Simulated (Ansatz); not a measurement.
# C₂H₃Cl₂Si radical: one species, many methods

Aim: compute C₂H₃Cl₂Si radical with functionals from several rungs and with coupled cluster. The yardstick is the atomisation energy at the CCSD(T) limit.

The runs use Ansatz 0.2.0, Gaussian basis; functionals in def2-TZVPP, the program's frozen cores in correlated methods.

Plan: LDA (SPW92), PBE-D4, revPBE-D4, BLYP-D4, r2SCAN-D4, B97M-V, PBE0-D4, B3LYP-D4, r2SCANh-D4, r2SCAN0-D4, HSE06-D4, BHLYP-D4, CAM-B3LYP-D4, LC-ωPBE, ωB97X-V, ωB97M-V, B2PLYP, PBE-QIDH; CCSD(T)/def2-SVP; CCSD(T)/def2-TZVPP; MP2/def2-QZVPP; extrapolation to the limit; RPA on PBE.

### Step 1. Structure used throughout

All runs share one geometry, relaxed beforehand with PBE0-D4 in a triple-zeta def2 set.

SMILES `[CH]=C[SiH](Cl)Cl`, 8 atoms, charge 0, spin multiplicity 2.

Atoms are counted from 1 here; the program's logs count them from 0.

Bond lengths: C1–C2 1.302 Å, C1–H6 1.081 Å, C2–Si3 1.849 Å, C2–H7 1.096 Å, Si3–Cl4 2.046 Å, Si3–Cl5 2.046 Å, Si3–H8 1.473 Å. Angles: C2–C1–H6 140.4°, C1–C2–Si3 119.3°, C1–C2–H7 121.6°, Si3–C2–H7 119.1°, C2–Si3–Cl4 109.6°, C2–Si3–Cl5 109.6°, C2–Si3–H8 111.7°, Cl4–Si3–Cl5 108.1°, Cl4–Si3–H8 108.9°, Cl5–Si3–H8 108.9°.

### Step 2. LDA

This LDA is Slater exchange with PW92 correlation.

Contents of in.yaml:

```yaml
crystal:
  periodic: [false, false, false]
  atoms:
    - {symbol: C, position_ang: [-0.467204, 1.549841, 0.659263]}
    - {symbol: C, position_ang: [-0.193615, 0.279140, 0.737886]}
    - {symbol: Si, position_ang: [0.301599, -0.635846, -0.791093]}
    - {symbol: Cl, position_ang: [-1.013128, -2.166627, -1.130880]}
    - {symbol: Cl, position_ang: [2.164150, -1.443534, -0.534591]}
    - {symbol: H, position_ang: [-0.772548, 2.376448, 1.285646]}
    - {symbol: H, position_ang: [-0.249630, -0.262110, 1.689032]}
    - {symbol: H, position_ang: [0.322478, 0.245591, -1.971064]}
basis:
  gaussian: {orbitals: def2-TZVPP}
magnetization: {spin_polarized: true, initial_magnetization: 1}
hamiltonian: {xc: lda}
output: {orbitals: {seedname: orbitals}}
```

Started as:

```bash
ansatz run in.yaml --threads 4 --pin off --events-out ev --progress --plain --max-ram 10444MiB
```

The runs that follow: PBE-D4 (GGA); revPBE-D4 (GGA); BLYP-D4 (GGA); r2SCAN-D4 (meta-GGA); B97M-V (meta-GGA); PBE0-D4 (hybrid); B3LYP-D4 (hybrid); r2SCANh-D4 (hybrid); r2SCAN0-D4 (hybrid); HSE06-D4 (hybrid); BHLYP-D4 (hybrid); CAM-B3LYP-D4 (range-separated); LC-ωPBE (range-separated); ωB97X-V (range-separated); ωB97M-V (range-separated); B2PLYP (double hybrid); PBE-QIDH (double hybrid); CCSD(T) in def2-SVP; CCSD(T) in def2-TZVPP; MP2 in def2-QZVPP; RPA on PBE orbitals.

**Question.** What will the summary of the whole plan be? Wanted: atomisation energy, CCSD(T)/CBS; farthest beyond LDA; mean size of error, GGA; mean size of error, meta-GGA; mean size of error, hybrid; mean size of error, range-separated; mean size of error, double hybrid; gap, smallest and largest; T1 diagnostic.

The runs gave:

| quantity | value |
| --- | --- |
| atomisation energy, CCSD(T)/CBS | 2889.3 kJ/mol |
| functionals within 14.4 kJ/mol (0.5 %) | revPBE-D4, B3LYP-D4, r2SCAN0-D4, CAM-B3LYP-D4, LC-ωPBE, ωB97X-V, PBE-QIDH |
| farthest beyond LDA | PBE-D4 (+77.9 kJ/mol) |
| mean size of error, GGA | 33.4 kJ/mol |
| mean size of error, meta-GGA | 40.2 kJ/mol |
| mean size of error, hybrid | 30.1 kJ/mol |
| mean size of error, range-separated | 11.2 kJ/mol |
| mean size of error, double hybrid | 22.2 kJ/mol |
| gap, smallest and largest | 1.57 eV (LDA (SPW92)), 10.14 eV (LC-ωPBE) |
| T1 diagnostic | 0.0262 |
| triples share of the correlation energy | 4.3 % |

**Reading.** The LDA atomisation energy is off by 419.7 kJ/mol (15 %): it overbinds. PBE-D4 misses by +77.9 kJ/mol. Double hybrids carry the basis error of their MP2 part in triple zeta, and no dispersion term here, so their miss is partly the set-up's. By mean error the best rung here is range-separated (11.2 kJ/mol) and the worst beyond LDA is meta-GGA (40.2 kJ/mol). The reference freezes the cores and leaves out relativity and excitations past (T), so misses under about 14.4 kJ/mol can't be ranked. Hartree-Fock recovers 75 % of the binding; the rest is correlation. CCSD(T) in def2-SVP is off by -190.3 kJ/mol, so the small basis spoils what the method gains. The gap grows from 1.6 to 10.1 eV across the functionals, mostly with the share of exact exchange. The UHF reference is spin-contaminated (⟨S²⟩ = 0.92 against 0.75).
